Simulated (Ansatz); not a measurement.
# CH3BFNO: one species, many methods

One table from this session's results is given with a row withheld; the runs are named, their logs left out.

Computed with Ansatz 0.2.0, Gaussian basis. Level: functionals in def2-TZVPP, the program's frozen cores in correlated methods.

The runs, in order: LDA (SPW92), PBE-D4, revPBE-D4, BLYP-D4, r2SCAN-D4, B97M-V, PBE0-D4, B3LYP-D4, r2SCANh-D4, r2SCAN0-D4, HSE06-D4, BHLYP-D4, CAM-B3LYP-D4, LC-ωPBE, ωB97X-V, ωB97M-V, B2PLYP, PBE-QIDH; CCSD(T)/def2-SVP; CCSD(T)/def2-TZVPP; MP2/def2-QZVPP; extrapolation to the limit; RPA on PBE.

**Structure used throughout**

All runs share one geometry, relaxed beforehand with PBE0-D4 in a triple-zeta def2 set.

SMILES `NC1(F)BO1`, 8 atoms, charge 0, spin multiplicity 1.

Atoms are counted from 1 here; the program's logs count them from 0.

Bond lengths: N1–C2 1.387 Å, N1–H6 1.009 Å, N1–H7 1.013 Å, C2–F3 1.372 Å, C2–B4 1.510 Å, C2–O5 1.462 Å, B4–O5 1.335 Å, B4–H8 1.182 Å. Angles: C2–N1–H6 112.2°, C2–N1–H7 112.6°, H6–N1–H7 110.3°, N1–C2–F3 113.8°, N1–C2–B4 127.1°, N1–C2–O5 115.3°, F3–C2–B4 118.6°, F3–C2–O5 108.3°, B4–C2–O5 53.3°, C2–B4–O5 61.5°, C2–B4–H8 160.7°, O5–B4–H8 137.7°, C2–O5–B4 65.2°.

The first run:

Contents of in.yaml:

```yaml
crystal:
  periodic: [false, false, false]
  atoms:
    - {symbol: N, position_ang: [-0.430979, 1.148428, 0.184566]}
    - {symbol: C, position_ang: [0.054091, -0.061219, -0.289630]}
    - {symbol: F, position_ang: [0.122120, -0.132661, -1.658333]}
    - {symbol: B, position_ang: [0.337562, -1.307218, 0.515117]}
    - {symbol: O, position_ang: [1.346918, -0.472953, 0.255331]}
    - {symbol: H, position_ang: [-1.439473, 1.170071, 0.211366]}
    - {symbol: H, position_ang: [-0.075323, 1.941583, -0.336157]}
    - {symbol: H, position_ang: [0.177185, -2.343131, 1.061940]}
basis:
  gaussian: {orbitals: def2-TZVPP}
hamiltonian: {xc: lda}
output: {orbitals: {seedname: orbitals}}
```

Run with:

```bash
ansatz run in.yaml --threads 2 --pin off --events-out ev --progress --plain --max-ram 4352MiB
```

Among the steps run: LDA; PBE-D4 (GGA); revPBE-D4 (GGA); BLYP-D4 (GGA); r2SCAN-D4 (meta-GGA); B97M-V (meta-GGA); B3LYP-D4 (hybrid); r2SCANh-D4 (hybrid); r2SCAN0-D4 (hybrid); HSE06-D4 (hybrid); BHLYP-D4 (hybrid); CAM-B3LYP-D4 (range-separated); LC-ωPBE (range-separated); ωB97X-V (range-separated); ωB97M-V (range-separated); B2PLYP (double hybrid); PBE-QIDH (double hybrid).

One table of the session follows, with a row left open; its other results are not shown here.

It belongs to the step «Frontier levels by functional». 

| functional | HOMO (eV) | gap (eV) |
| --- | --- | --- |
| LDA (SPW92) | -6.80 | 4.74 |
| PBE-D4 | -6.60 | 4.84 |
| revPBE-D4 | -6.53 | 4.88 |
| BLYP-D4 | -6.51 | 4.85 |
| r2SCAN-D4 | -6.90 | 5.49 |
| B97M-V | ? | ? |
| PBE0-D4 | -8.12 | 7.37 |
| B3LYP-D4 | -7.90 | 6.88 |
| r2SCANh-D4 | -7.47 | 6.42 |
| r2SCAN0-D4 | -8.31 | 7.78 |
| HSE06-D4 | -7.71 | 6.58 |
| BHLYP-D4 | -9.56 | 9.79 |
| CAM-B3LYP-D4 | -9.61 | 9.94 |
| LC-ωPBE | -10.96 | 12.56 |
| ωB97X-V | -10.58 | 12.06 |
| ωB97M-V | -10.48 | 11.69 |

**Question.** Estimate the row for B97M-V.

The run gave: HOMO (eV): -7.00; gap (eV): 5.55. In the column «HOMO (eV)» it lies between r2SCANh-D4 (-7.47) and r2SCAN-D4 (-6.90).
